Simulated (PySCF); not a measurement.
# CH7NSSi: the cost of one run

Computed with PySCF 2.14.0, with density-fitted response routines of our own, on a single molecule in the gas phase. Atoms count from 0, in the outputs and in this text.

## (1) Starting geometry

11 atoms, charge 0, multiplicity 1; geometry from: GFN2-xTB. The atoms were then displaced at random by about 0.01 Å, so the start is not that level's minimum.

Bonds of the start (Å): C0–N1 1.42, N1–Si2 1.70, Si2–S3 2.18, C0–H4 1.09, C0–H5 1.13, C0–H6 1.09, N1–H7 1.01, Si2–H8 1.49, Si2–H9 1.47, S3–H10 1.31.

## (2) Geometry optimisation at PBE0-D3(BJ)/def2-SVP

The job: settings as JSON, then the geometry in Å.

```
{"job": {"xc": "PBE0", "basis": "def2-SVP", "d3": "d3bj", "grid": 1, "shake": 0.01, "kind": "geom"}, "charge": 0, "multiplicity": 1}
C     -1.570960     0.534250     0.109690
N     -0.355700     0.069000    -0.450180
Si     0.912810    -0.519800     0.508730
S      2.565520    -0.944190    -0.855840
H     -2.317900    -0.249420     0.270440
H     -2.043580     1.296100    -0.570950
H     -1.373670     1.041870     1.056840
H     -0.459780    -0.306910    -1.378620
H      1.334750     0.572640     1.423810
H      0.755970    -1.780620     1.243720
H      2.590660     0.261270    -1.373310
```

Started as:

```bash
$ OMP_NUM_THREADS=1 python probes_run.py task.json out
```

The driver reads the jobs from task.json and runs them one after another.

Q: Estimate the wall time and peak memory of this first job on 1 thread of Arm Neoverse V1, shared host.

About 48 s, with a peak of 0.4 GiB.
